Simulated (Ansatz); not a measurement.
# C4H13BO: up Jacob's ladder to CCSD(T)

An exercise on one series of results from a longer session: the logs are not shown, and one member is left open.

Program: Ansatz 0.2.0, Gaussian basis. Level of theory: functionals in def2-TZVPP, the program's frozen cores in correlated methods. These are calculated values, not measurements.

Levels to be run: LDA (SPW92), PBE-D4, revPBE-D4, BLYP-D4, r2SCAN-D4, B97M-V, PBE0-D4, B3LYP-D4, r2SCANh-D4, r2SCAN0-D4, HSE06-D4, BHLYP-D4, CAM-B3LYP-D4, LC-ωPBE, ωB97X-V, ωB97M-V, B2PLYP, PBE-QIDH; CCSD(T)/def2-SVP; MP2/def2-TZVPP; RPA on PBE.

1 further run of the same task is left out (it didn't finish). Runs told in other sessions of the task aren't counted.

## The relaxed structure

An earlier PBE0-D4 in a triple-zeta def2 set relaxation fixed the geometry.

SMILES `C[OH+][B-](C)(C)C`, 19 atoms, charge 0, spin multiplicity 1.

Atoms are counted from 1 here; the program's logs count them from 0.

Bond lengths: C1–O2 1.427 Å, C1–H7 1.091 Å, C1–H8 1.091 Å, C1–H9 1.087 Å, O2–B3 1.769 Å, O2–H10 0.963 Å, B3–C4 1.604 Å, B3–C5 1.598 Å, B3–C6 1.603 Å, C4–H11 1.096 Å, C4–H12 1.096 Å, C4–H13 1.098 Å, C5–H14 1.095 Å, C5–H15 1.096 Å, C5–H16 1.096 Å, C6–H17 1.095 Å, C6–H18 1.095 Å, C6–H19 1.099 Å. Angles: O2–C1–H7 109.4°, O2–C1–H8 111.2°, O2–C1–H9 106.5°, H7–C1–H8 110.6°, H7–C1–H9 109.6°, H8–C1–H9 109.5°, C1–O2–B3 119.5°, C1–O2–H10 110.2°, B3–O2–H10 105.3°, O2–B3–C4 104.6°, O2–B3–C5 102.8°, O2–B3–C6 99.0°, C4–B3–C5 116.1°, C4–B3–C6 115.1°, C5–B3–C6 115.8°, B3–C4–H11 114.4°, B3–C4–H12 108.3°, B3–C4–H13 113.9° and more.

The first run:

Contents of in.yaml:

```yaml
crystal:
  periodic: [false, false, false]
  atoms:
    - {symbol: C, position_ang: [1.251456, 1.208138, -1.380278]}
    - {symbol: O, position_ang: [0.832057, 1.022461, -0.029075]}
    - {symbol: B, position_ang: [-0.336649, -0.249932, 0.352301]}
    - {symbol: C, position_ang: [0.263848, -1.568723, -0.335371]}
    - {symbol: C, position_ang: [-1.693359, 0.315799, -0.275427]}
    - {symbol: C, position_ang: [-0.237542, -0.210462, 1.951538]}
    - {symbol: H, position_ang: [1.903779, 2.080402, -1.440337]}
    - {symbol: H, position_ang: [1.760180, 0.320973, -1.760584]}
    - {symbol: H, position_ang: [0.349892, 1.386660, -1.960775]}
    - {symbol: H, position_ang: [1.593020, 0.845382, 0.534536]}
    - {symbol: H, position_ang: [0.258297, -1.550983, -1.430959]}
    - {symbol: H, position_ang: [-0.359927, -2.422019, -0.045655]}
    - {symbol: H, position_ang: [1.281517, -1.817985, -0.007702]}
    - {symbol: H, position_ang: [-1.966484, 1.303133, 0.111285]}
    - {symbol: H, position_ang: [-1.697436, 0.367584, -1.370389]}
    - {symbol: H, position_ang: [-2.511787, -0.361981, -0.006987]}
    - {symbol: H, position_ang: [-0.525216, 0.756160, 2.378593]}
    - {symbol: H, position_ang: [-0.921964, -0.954789, 2.372603]}
    - {symbol: H, position_ang: [0.756300, -0.469840, 2.342694]}
basis:
  gaussian: {orbitals: def2-TZVPP}
hamiltonian: {xc: lda}
output: {orbitals: {seedname: orbitals}}
```

On the command line:

```console
$ ansatz run in.yaml --threads 4 --pin off --events-out ev --progress --plain --max-ram 11315MiB
```

Among the steps run: LDA; PBE-D4 (GGA); revPBE-D4 (GGA); BLYP-D4 (GGA); r2SCAN-D4 (meta-GGA); B97M-V (meta-GGA); PBE0-D4 (hybrid); B3LYP-D4 (hybrid); r2SCANh-D4 (hybrid); r2SCAN0-D4 (hybrid); HSE06-D4 (hybrid); BHLYP-D4 (hybrid); CAM-B3LYP-D4 (range-separated); LC-ωPBE (range-separated); ωB97X-V (range-separated); ωB97M-V (range-separated); B2PLYP (double hybrid); PBE-QIDH (double hybrid).

One of the session's tables, all rows but one given; the rest of the session is left out.

It belongs to the step «Frontier levels by functional». 

| functional | HOMO (eV) | LUMO (eV) | gap (eV) |
| --- | --- | --- | --- |
| LDA (SPW92) | -6.32 | -0.78 | 5.54 |
| PBE-D4 | -6.21 | -0.57 | 5.64 |
| revPBE-D4 | -6.16 | -0.46 | 5.70 |
| BLYP-D4 | -6.13 | -0.58 | 5.55 |
| r2SCAN-D4 | -6.48 | 0.06 | 6.54 |
| B97M-V | -6.60 | -0.36 | 6.24 |
| PBE0-D4 | -7.56 | 0.32 | 7.89 |
| B3LYP-D4 | -7.38 | -0.03 | 7.34 |
| r2SCANh-D4 | -6.98 | 0.34 | 7.32 |
| r2SCAN0-D4 | ? | ? | ? |
| HSE06-D4 | -7.16 | -0.05 | 7.11 |
| BHLYP-D4 | -8.88 | 0.98 | 9.87 |
| CAM-B3LYP-D4 | -9.00 | 1.11 | 10.11 |
| LC-ωPBE | -10.33 | 2.46 | 12.79 |
| ωB97X-V | -10.00 | 2.21 | 12.21 |
| ωB97M-V | -9.88 | 1.77 | 11.66 |

**Question.** Estimate the row for r2SCAN0-D4.

Worked estimate for «HOMO (eV)». Against the share of exact exchange, r2SCAN-D4 (0, -6.48), r2SCANh-D4 (0.1, -6.98) give a slope of -5.00 per unit share; at 0.25 the line stands at -7.73.

The run gave: HOMO (eV): -7.75; LUMO (eV): 0.73; gap (eV): 8.48. In «HOMO (eV)» the line misses by +0.02.
